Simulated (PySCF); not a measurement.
# KO: basis, grid and Hamiltonian

Aim: see how much the energy and properties of KO depend on the numerical set-up.

Method: method and basis as typed in the scripts; program: PySCF 2.14.0.

4 further runs of the same task are left out: 4 that didn't finish.

## Step 1: The system as given

KO: 2 atoms, charge 0, spin multiplicity 2.

Bond lengths: K1–O2 2.367 Å.

## Step 2: The base run

The input, input.py:

```python
from pyscf import gto, scf, mp

mol = gto.M(
    atom='K 0 0 0; O 0 0 2.367',
    basis='def2-svpd',
    charge=0,
    spin=1,
    symmetry=True,
    verbose=4,
)
mf = scf.UHF(mol)
mf.kernel()
mp.MP2(mf, frozen=6).kernel()
mf.dip_moment()
print('orbital energies (hartree):', [e[max(0, n-3):n+3].round(4) for e, n in zip(mf.mo_energy, mol.nelec)])
```

Started as:

```
$ OMP_NUM_THREADS=1 python input.py
```

The log of this run is left out.

It gives: E(SCF) = -673.839384 Eh, 11 cycles, E(MP2) − E(SCF) = -0.21475 Eh, ⟨S²⟩ = 0.763, μ = 9.94 D (of the SCF density).

The bond length is a typed value, not an optimised one.

## Step 3: Jorge-dzp-dkh (X2C on)

Edit 1 changes basis set: def2-svpd → jorge-dzp-dkh; spin-free X2C: off → on.

The input, input.py:

```python
from pyscf import gto, scf, mp

mol = gto.M(
    atom='K 0 0 0; O 0 0 2.367',
    basis='jorge-dzp-dkh',
    charge=0,
    spin=1,
    symmetry=True,
    verbose=4,
)
mf = scf.UHF(mol)
mf = mf.sfx2c1e()
mf.kernel()
mp.MP2(mf, frozen=6).kernel()
mf.dip_moment()
print('orbital energies (hartree):', [e[max(0, n-3):n+3].round(4) for e, n in zip(mf.mo_energy, mol.nelec)])
```

Started as:

```
$ OMP_NUM_THREADS=1 python input.py
```

## Step 4: Jorge-dzp

Edit 2 changes basis set: def2-svpd → jorge-dzp.

input.py: that of step 2 with these lines changed.

```diff
@@ -4,3 +4,3 @@
     atom='K 0 0 0; O 0 0 2.367',
-    basis='def2-svpd',
+    basis='jorge-dzp',
     charge=0,
```

## Step 5: 6-311g**

Edit 3 changes basis set: def2-svpd → 6-311g**.

input.py: that of step 2 with these lines changed.

```diff
@@ -4,3 +4,3 @@
     atom='K 0 0 0; O 0 0 2.367',
-    basis='def2-svpd',
+    basis='6-311g**',
     charge=0,
```

## Step 6: Density fitting def2-universal-jkfit

Edit 4 changes density fitting: none → def2-universal-jkfit.

input.py: that of step 2 with these lines changed.

```diff
@@ -11,2 +11,3 @@
 mf = scf.UHF(mol)
+mf = mf.density_fit(auxbasis='def2-universal-jkfit')
 mf.kernel()
```

**Question.** What will these runs give? Wanted: for each run, E(SCF); from base; gap, α spin; SCF dipole; after the SCF.

**Answer**, as computed:

```
                                 run  E(SCF) (hartree)  from base (eV)  cycles  gap, α spin (eV)  SCF dipole (D)  functions                           after the SCF
                                base       -673.839384               0      11              9.37            9.94         50  MP2 correlation -5.844 eV, core frozen
              jorge-dzp-dkh (X2C on)       -676.325654  not comparable      11              8.98           10.29         46  MP2 correlation -5.038 eV, core frozen
                           jorge-dzp       -673.978688         -3.7907      11              9.00           10.29         46  MP2 correlation -5.034 eV, core frozen
                            6-311g**       -673.973362         -3.6457      11              8.61            9.52         57  MP2 correlation -8.860 eV, core frozen
density fitting def2-universal-jkfit       -673.839299         +0.0023      11              9.36            9.94         50  MP2 correlation -5.848 eV, core frozen
```

**Reading.** Of the runs whose energies can be compared, “jorge-dzp” moves the SCF energy most (-3.791 eV). jorge-dzp (46 functions) gives an energy 3.79 eV lower than def2-svpd (50); size alone doesn't order basis sets of different families. 6-311g** (57 functions) gives an energy 3.65 eV lower than def2-svpd (50).
